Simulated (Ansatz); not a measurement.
# GdTl3: how the settings move a single-point run

Question: which choices in the input matter for GdTl3?

Program: Ansatz 0.2.0. Level of theory: reference: DFT, PBEsol, PAW with Ansatz's default frozen-core files, scalar-relativistic. These are calculated values, not measurements.

### 1 The starting structure

Symmetry: Pm-3m, No. 221, cubic system. The conventional cell has a = 4.690 Å, b = 4.690 Å, c = 4.690 Å, α = 90.00°, β = 90.00°, γ = 90.00°. Gd (site symmetry m-3m) has 12 Tl at 3.32 Å in its first shell of neighbours. Tl (site symmetry 4/mmm) is surrounded by 4 Gd at 3.32 Å and 8 Tl at 3.32 Å.

Coordinates:

```xyz
4
Lattice="4.6900 0.0000 0.0000 0.0000 4.6900 0.0000 0.0000 0.0000 4.6900" Properties=species:S:1:pos:R:3 pbc="T T T"
Gd    0.0000    0.0000    0.0000
Tl    0.0000    2.3450    2.3450
Tl    2.3450    0.0000    2.3450
Tl    2.3450    2.3450    0.0000
```

### 2 The reference run

Contents of input.yaml:

```yaml
crystal:
  lattice:
    - [4.69, 0.0, 0.0]
    - [0.0, 4.69, 0.0]
    - [0.0, 0.0, 4.69]
  atoms:
    - { symbol: Gd, position: [0.0, 0.0, 0.0] }
    - { symbol: Tl, position: [0.0, 0.5, 0.5] }
    - { symbol: Tl, position: [0.5, 0.0, 0.5] }
    - { symbol: Tl, position: [0.5, 0.5, 0.0] }
kpoints:
  mp_grid: { grid: [6, 6, 6] }
scf:
  occupations: { method: fermi_dirac, width: 0.05 }
hamiltonian:
  xc: pbesol
  pseudopotentials: { kind: paw }
output:
  forces: true
  stress: true
  eigenvalues: true
  populations: true
  dos: { projected: true, de: 0.1, e_range: [-8, 5] }
```

Command:

```sh
> ansatz run input.yaml --threads 2 --pin off --max-ram 6144MiB --backend cpu --events-out ev --progress --plain --runs-dir out
```

### 3 Changing settings: occupations.method cold, occupations.width 0.1, ecutrho_ratio 6

input.yaml: that of step 2 with these lines changed.

```diff
@@ -13,3 +13,3 @@
 scf:
-  occupations: { method: fermi_dirac, width: 0.05 }
+  occupations: { method: cold, width: 0.1 }
 hamiltonian:
@@ -22,2 +22,3 @@
   populations: true
-  dos: { projected: true, de: 0.1, e_range: [-8, 5] }
+basis:
+  ecutrho_ratio: 6
```

**Question.** What will these runs give? Wanted: for each run, ending; energy change; pressure; gap; force.

**Answer**, as computed:

```tsv
run	ending	energy change	pressure (GPa)	gap (eV)	force (eV/Å)	cycles	time
reference	converged	0	0.1	0.00	0.00	9	2.3 s
1: occupations.method cold, occupations.width 0.1, ecutrho_ratio 6	converged	+13.5 meV/atom (σ→0)	-0.1	0.00	0.00	14	3.4 s
```

Times don't compare one to one where runs were asked for different outputs or read a saved state (see the inputs); cycles may leave out searches for a lower state.

Residual by cycle in the longest SCF loop of each run; runs are numbered as in the table. The quantity is the density residual dr2, in eV.

```tsv
cycle	reference	run 1
1	0.052	277
2	0.0156	87.9
3	0.0204	1.49
5	2.0e-4	0.484
6	6.6e-6	0.0875
7	1.3e-6	0.81
8	2.0e-7	0.0331
9	1.7e-8	0.00355
10	-	4.8e-4
12	-	1.9e-6
13	-	6.1e-8
14	-	5.3e-9
```

Changing the smearing and numerical grids moves the energy by +13.5 meV/atom (σ→0 values). The reference leaves spin out although Gd can carry a moment, so its state need not be the lowest.

No run allows spin polarisation, though the cell holds Gd.
